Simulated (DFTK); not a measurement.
# TaO2 (P4_2/mnm) in DFTK: reference runs

How does TaO2 come out in PBEsol? The cell is run as given.

Program: DFTK 0.8.2. These are calculated values, not measurements. Logs are shortened: lines on timing, memory, paths and dates and some standing lists are left out, and cuts for length are marked.

### Step 1. The crystal as given

It takes space group P4_2/mnm (No. 136, tetragonal). The conventional cell has a = 5.007 Å, b = 5.007 Å, c = 2.876 Å, α = 90.00°, β = 90.00°, γ = 90.00°. Ta (site symmetry mmm) is surrounded by 6 O at 2.02 to 2.09 Å. O (site symmetry m2m) has 3 Ta at 2.02 to 2.09 Å as nearest neighbours.

The cell comes from a database or a generator and needn't be the stable form of this composition.

### Step 2. Single point, PBEsol

Input file run.jl:

```julia
using DFTK
using PseudoPotentialData
using Unitful, UnitfulAtomic
using LinearAlgebra, Printf
include("save.jl")
disable_threading()

# lattice vectors are the columns
lattice = austrip(1u"Å") * [      5.007146            0.0            0.0;
                      0.0       5.007146            0.0;
                      0.0            0.0       2.876101]
symbols   = [:Ta, :Ta, :O, :O, :O, :O]
positions = [[0.5, 0.5, 0.0],
             [0.0, 0.0, 0.5],
             [0.785276, 0.785276, 0.0],
             [0.214724, 0.214724, 0.0],
             [0.285276, 0.714724, 0.5],
             [0.714724, 0.285276, 0.5]]
pseudopotentials = PseudoFamily("dojo.nc.sr.pbesol.v0_4_1.standard.upf")
elements = Dict(s => ElementPsp(s, pseudopotentials) for s in unique(symbols))
atoms    = [elements[s] for s in symbols]

build_model(lattice, positions; symmetries=true) =
    model_DFT(lattice, atoms, positions;
              functionals=PBEsol(),
              temperature=austrip(0.05u"eV"),
              smearing=Smearing.FermiDirac(),
              symmetries)
Ecut  = 42.0  # hartree
kgrid = [6, 6, 9]
tol   = 1e-6
to_GPa = ustrip(uconvert(u"GPa", 1u"hartree/bohr^3"))

model = build_model(lattice, positions)
basis = PlaneWaveBasis(model; Ecut, kgrid)
display(basis)
scfres = self_consistent_field(basis;
                               tol,
                               nbandsalg=AdaptiveBands(model; n_bands_converge=32))
display(scfres.energies)
@printf "Fermi level: %.6f eV\n" ustrip(auconvert(u"eV", something(scfres.εF, NaN)))
forces = compute_forces_cart(scfres)
println("Forces (eV/Å)")
for (s, f) in zip(symbols, forces)
    @printf "%-3s %12.6f %12.6f %12.6f\n" s ustrip.(auconvert.(u"eV/Å", f))...
end
stress = compute_stresses_cart(scfres)
println("Stress (GPa)")
display(round.(stress * to_GPa; digits=4))
println("Levels at the first k-point (eV): ", round.(ustrip.(auconvert.(u"eV", scfres.eigenvalues[1][1:scfres.n_bands_converge])); digits=4))
save_scf!(scfres; forces, stress)
```

Potentials or basis: dojo.nc.sr.pbesol.v0_4_1.standard.upf (PBEsol).

On the command line:

```console
> julia --threads=1 run.jl  # save.jl only writes the numbers to a file and isn't shown; printed stress counts tension as positive; times include loading and compiling
```

Standard output:

```text
PlaneWaveBasis discretization:

    Ecut                 : 42.0 Ha
    fft_size             : (60, 60, 36), 129600 total points
    kgrid                : MonkhorstPack([6, 6, 9])
    num.   red. kpoints  : 324
    num. irred. kpoints  : 50

    Discretized Model(gga_x_pbe_sol+gga_c_pbe_sol, 3D):
        lattice (in Bohr)    : [9.46213   , 0         , 0         ]
                               [0         , 9.46213   , 0         ]
                               [0         , 0         , 5.43504   ]
        unit cell volume     : 486.61 Bohr³

        atoms                : O₄Ta₂
        pseudopot. family    : PseudoFamily("dojo.nc.sr.pbesol.v0_4_1.standard.upf")

        num. electrons       : 50
        spin polarization    : none
        temperature          : 0.0018375 Ha
        smearing             : DFTK.Smearing.FermiDirac()

        terms                : Kinetic()
                               AtomicLocal()
                               AtomicNonlocal()
                               Ewald(nothing)
                               PspCorrection()
                               Hartree()
                               Xc(gga_x_pbe_sol, gga_c_pbe_sol)
                               Entropy()
n     Energy            log10(ΔE)   log10(Δρ)   Diag   Δtime
---   ---------------   ---------   ---------   ----   ------
  1   -195.9037942874                   -0.25    7.9    41.4s
  2   -196.3291540472       -0.37       -0.63    3.6    24.8s
  3   -196.3612318701       -1.49       -1.14    3.7    26.7s
  4   -196.3624487073       -2.91       -1.80    2.7    28.2s
  5   -196.3626602705       -3.67       -2.29    1.8    20.2s
  6   -196.3626695868       -5.03       -2.66    4.0    21.1s
  7   -196.3626739230       -5.36       -3.27    2.1    16.2s
  8   -196.3626743639       -6.36       -3.60    4.0    21.2s
  9   -196.3626744023       -7.42       -4.01    1.8    16.8s
 10   -196.3626744110       -8.06       -4.53    2.5    19.4s
 11   -196.3626744118       -9.10       -5.22    2.9    17.2s
 12   -196.3626744119      -10.17       -5.46    4.3    23.2s
 13   -196.3626744119      -11.02       -6.04    1.2    15.0s
Energy breakdown (in Ha):
    Kinetic             78.1543232
    AtomicLocal         -133.3783122
    AtomicNonlocal      -1.2578311
    Ewald               -138.5226208
    PspCorrection       7.0212297
    Hartree             37.4513272
    Xc                  -45.8299355
    Entropy             -0.0008549

    total               -196.362674411904
Fermi level: 9.260187 eV
Forces (eV/Å)
Ta     -0.000000    -0.000000     0.000000
Ta     -0.000000     0.000000     0.000000
O       0.238318     0.238318     0.000000
O      -0.238318    -0.238318    -0.000000
O       0.238318    -0.238318    -0.000000
O      -0.238318     0.238318     0.000000
Stress (GPa)
3×3 StaticArraysCore.SMatrix{3, 3, Float64, 9} with indices SOneTo(3)×SOneTo(3):
 10.0602   0.0     -0.0
  0.0     10.0602  -0.0
 -0.0     -0.0      9.208
Levels at the first k-point (eV): [-60.4999, -60.4952, -27.2285, -27.2285, -26.956, -26.956, -26.6102, -26.5843, -11.7446, -10.8499, -9.9109, -9.9109, -0.1361, 0.4524, 1.1827, 3.2264, 3.2264, 3.6188, 3.6188, 4.8441, 5.2883, 5.2883, 5.5535, 6.089, 7.4244, 7.799, 9.6346, 10.9119, 10.9119, 11.9677, 13.119, 13.2848]
```

It took 7.4 min on 1 thread of Intel Xeon Platinum 8559C (Emerald Rapids), shared host; peak memory 4.7 GiB.

What came out:

```
Free energy            : -5343.3006 eV
Pressure               : -9.8 GPa
Largest force          : 0.337 eV/Å
Band gap on the k mesh : none (metal or under the smearing width)
```

Forces on the atoms (eV/Å):
```
Ta   0.000  0.000  0.000
Ta   0.000  0.000  0.000
O    0.238  0.238  0.000
O   -0.238 -0.238  0.000
O    0.238 -0.238  0.000
O   -0.238  0.238  0.000
```

Levels at points of the mesh, in eV from the Fermi level:
```tsv
k point	band 23	band 24	band 25	band 26	band 27	band 28
(0.00, 0.00, 0.00)	-3.71	-3.17	-1.84	-1.46	0.37	1.65
(-0.50, 0.00, 0.00)	-3.89	-3.89	-0.90	-0.90	2.15	2.15
(-0.50, -0.50, 0.00)	-4.04	-4.04	-1.68	-1.68	1.71	1.71
```

Spin-orbit coupling is left out, which matters for the levels of Ta.
